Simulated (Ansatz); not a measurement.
Al2Cu and its elements: a formation energy from the elements, run with the Ansatz DFT code, driven from Python.

Script `formation_al2cu.py`:
```python
# -*- coding: utf-8 -*-
'''Heat of formation of Al2Cu at zero temperature, after relaxing atoms and volume at fixed cell shape.'''

from collections import Counter
import logging
import sys
import warnings

import ansatz as az
from ase import Atoms
import numpy as np

logging.basicConfig(stream=sys.stdout, format='%(levelname)s %(message)s')
logger = logging.getLogger('ansatz_job')
logger.setLevel(logging.INFO)


def solve(name, crystal):
    calc = (
        crystal.calculation()
        .functional('LDA')
        .scf(tolerance=1e-10)
        .basis(500)
        .kpoints(spacing=0.15)
        .occupations('cold', width=0.05)
        .stress()
    )
    calc = calc.relax(force_tolerance=0.02, fix_cell=['shape'])
    return calc.run(threads=1)


def counts(outcome):
    return Counter(site.symbol for site in outcome.lattice.sites)

def formation_energy(outcome, mu):
    n = counts(outcome)
    return (outcome.report['energy_sigma0_ev'] - sum(k * mu[element] for element, k in n.items())) / sum(n.values())


def volume_per_atom(outcome):
    return abs(np.linalg.det(outcome.lattice.cell_ang)) / len(outcome.lattice.sites)


def main():
    warnings.simplefilter('ignore', az.DeckWarning)

    phases = {}
    al2cu = (
        az.Lattice.from_parameters(4.105182, 4.105182, 2.891313, alpha=90.0, beta=90.0, gamma=90.0)
        .atom('Al', (0.5, 0.0, 0.5))
        .atom('Al', (0.0, 0.5, 0.5))
        .atom('Cu', (0.0, 0.0, 0.0))
    )
    phases['Al2Cu'] = al2cu
    atoms = Atoms(
        ['Al'],
        scaled_positions=[
            (0.0, 0.0, 0.0),
        ],
        cell=[
            (0.0, 2.024805, 2.024805),
            (2.024805, 0.0, 2.024805),
            (2.024805, 2.024805, 0.0),
        ],
        pbc=True,
    )
    al = az.Crystal.from_ase(atoms)
    phases['Al'] = al
    cu = (
        az.Lattice.from_parameters(2.556191, 2.556191, 2.556191, alpha=60.0, beta=60.0, gamma=60.0)
        .atom('Cu', (0.0, 0.0, 0.0))
    )
    phases['Cu'] = cu

    done = {}
    for name, crystal in phases.items():
        done[name] = solve(name, crystal)
        logger.info(f'{name}: {done[name].report["energy_sigma0_ev"]:.4f} eV, {len(done[name].lattice.sites)} atoms')

    # chemical potentials of the elements at zero temperature
    references = {'Al': 'Al', 'Cu': 'Cu'}
    mu = {element: done[name].report['energy_sigma0_ev'] / len(done[name].lattice.sites) for element, name in references.items()}

    target = done['Al2Cu']
    heat = formation_energy(target, mu)
    for element, value in mu.items():
        logger.info(f'mu({element}) = {value:.4f} eV from {references[element]}, {volume_per_atom(done[references[element]]):.2f} A^3/atom')
    logger.info(f'formation energy of Al2Cu: {heat:.4f} eV/atom = {96.4853 * heat:.1f} kJ/mol of atoms')


if __name__ == '__main__':
    main()
```

Is Al2Cu bound against its elements at this level, and by how much?

The formation energy is -0.051 eV an atom (-4.9 kJ per mole of atoms), so Al2Cu lies below the reference phases.

The output:

`python formation_al2cu.py` gives:
```text
INFO Al2Cu: -7581.6241 eV, 3 atoms
INFO Al: -512.8748 eV, 1 atoms
INFO Cu: -6555.7215 eV, 1 atoms
INFO mu(Al) = -512.8748 eV from Al, 15.80 A^3/atom
INFO mu(Cu) = -6555.7215 eV from Cu, 10.88 A^3/atom
INFO formation energy of Al2Cu: -0.0510 eV/atom = -4.9 kJ/mol of atoms
```

Notes:
- Total energies depend on the potentials; only differences at equal settings carry meaning.
- Atoms and volume are relaxed with the cell's shape held, which in cells of lower than cubic symmetry can hide stresses and shift volumes.
- The cells come from databases of deposited and of computed structures, and not all need be stable phases.
- The compound is the structure given, not necessarily its lowest; energies are at zero temperature, with no correction for gases. A semilocal functional's error on such energies is often 0.05 to 0.1 eV an atom, and 0.1 to 0.3 eV against gases such as O2 or F2.
- Finished in 77 s on 1 thread of Arm Neoverse V1, with other jobs on the host, peak memory 0.51 GiB.
